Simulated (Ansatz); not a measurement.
**C₆H₁₀GeO₆: basis-set convergence**

How large a basis does C₆H₁₀GeO₆ need? Two functionals are run in growing sets.

Program: Ansatz 0.2.0, Gaussian basis. Level of theory: one geometry, several basis sets. These are calculated values, not measurements.

Levels to be run: PBE0-D4/def2-SVP; ωB97M-V/def2-SVP; PBE0-D4/def2-QZVPP; ωB97M-V/def2-QZVPP; the functionals' def2-TZVPP values are taken from earlier runs.

## Step 1: Structure used throughout

The geometry comes from an earlier relaxation with PBE0-D4 in a triple-zeta def2 set; it is a stationary point, not always the lowest conformer.

SMILES `CC(=O)[O][GeH]([O]C(C)=O)[O]C(C)=O`, 23 atoms, charge 0, spin multiplicity 1.

Atoms are counted from 1 here; the program's logs count them from 0.

Bond lengths: C1–C2 1.494 Å, C1–H14 1.092 Å, C1–H15 1.092 Å, C1–H16 1.087 Å, C2–O3 1.209 Å, C2–O4 1.332 Å, O4–Ge5 1.809 Å, Ge5–O6 1.787 Å, Ge5–O10 1.812 Å, Ge5–H17 1.514 Å, O6–C7 1.339 Å, C7–C8 1.496 Å, C7–O9 1.203 Å, C8–H18 1.087 Å, C8–H19 1.091 Å, C8–H20 1.092 Å, O10–C11 1.326 Å, C11–C12 1.491 Å and more. Angles: C2–C1–H14 109.3°, C2–C1–H15 109.6°, C2–C1–H16 110.0°, H14–C1–H15 107.1°, H14–C1–H16 110.3°, H15–C1–H16 110.3°, C1–C2–O3 125.3°, C1–C2–O4 113.3°, O3–C2–O4 121.4°, C2–O4–Ge5 111.9°, O4–Ge5–O6 108.8°, O4–Ge5–O10 94.3°, O4–Ge5–H17 114.0°, O6–Ge5–O10 116.4°, O6–Ge5–H17 110.1°, O10–Ge5–H17 112.4°, Ge5–O6–C7 119.4°, O6–C7–C8 111.7° and more.

## Step 2: PBE0-D4 in def2-SVP

File in.yaml:

```yaml
crystal:
  periodic: [false, false, false]
  atoms:
    - {symbol: C, position_ang: [1.940564, 2.674394, -2.319551]}
    - {symbol: C, position_ang: [1.005472, 2.300736, -1.216283]}
    - {symbol: O, position_ang: [0.802768, 2.955454, -0.220313]}
    - {symbol: O, position_ang: [0.386847, 1.139064, -1.421136]}
    - {symbol: Ge, position_ang: [-0.734331, 0.721531, -0.063868]}
    - {symbol: O, position_ang: [0.232633, 0.400269, 1.404619]}
    - {symbol: C, position_ang: [0.981580, -0.708276, 1.468129]}
    - {symbol: C, position_ang: [1.650615, -0.849449, 2.798286]}
    - {symbol: O, position_ang: [1.082368, -1.480590, 0.551560]}
    - {symbol: O, position_ang: [-1.430086, -0.726667, -0.901642]}
    - {symbol: C, position_ang: [-2.213095, -1.385737, -0.058497]}
    - {symbol: C, position_ang: [-2.790573, -2.640989, -0.618752]}
    - {symbol: O, position_ang: [-2.397728, -0.967270, 1.065063]}
    - {symbol: H, position_ang: [2.698862, 1.896825, -2.429854]}
    - {symbol: H, position_ang: [1.393015, 2.725939, -3.262483]}
    - {symbol: H, position_ang: [2.409382, 3.630540, -2.102258]}
    - {symbol: H, position_ang: [-1.778071, 1.780852, 0.220782]}
    - {symbol: H, position_ang: [2.291469, -1.727365, 2.798874]}
    - {symbol: H, position_ang: [2.231042, 0.048254, 3.017559]}
    - {symbol: H, position_ang: [0.888023, -0.939687, 3.574561]}
    - {symbol: H, position_ang: [-3.267937, -2.438814, -1.578508]}
    - {symbol: H, position_ang: [-3.502014, -3.070400, 0.081712]}
    - {symbol: H, position_ang: [-1.975905, -3.345213, -0.802301]}
basis:
  gaussian: {orbitals: def2-SVP}
hamiltonian: {xc: pbe0, dispersion: d4}
output: {orbitals: {seedname: orbitals}}
```

Command:

```bash
$ ansatz run in.yaml --threads 11 --pin off --events-out ev --progress --plain --max-ram 174080MiB --backend cpu
```

After this run come: ωB97M-V in def2-SVP; PBE0-D4 in def2-QZVPP; ωB97M-V in def2-QZVPP.

Q: Predict the results of all the runs planned. Wanted: PBE0-D4: double and triple zeta above quadruple; ωB97M-V: double and triple zeta above quadruple.

The runs gave:

| quantity | value |
| --- | --- |
| PBE0-D4: double and triple zeta above quadruple | 30.95, 2.23 eV |
| ωB97M-V: double and triple zeta above quadruple | 31.47, 2.14 eV |

**Reading.** For PBE0-D4 the step from double to triple zeta gains 28.72 eV and the next only 2.23 eV. These are total energies; as a rule much of such shifts cancels in differences, which this series doesn't test. The LUMO of ωB97M-V is positive and keeps falling with the basis (2.17 to 1.66 eV): an unbound level that the basis holds in place.
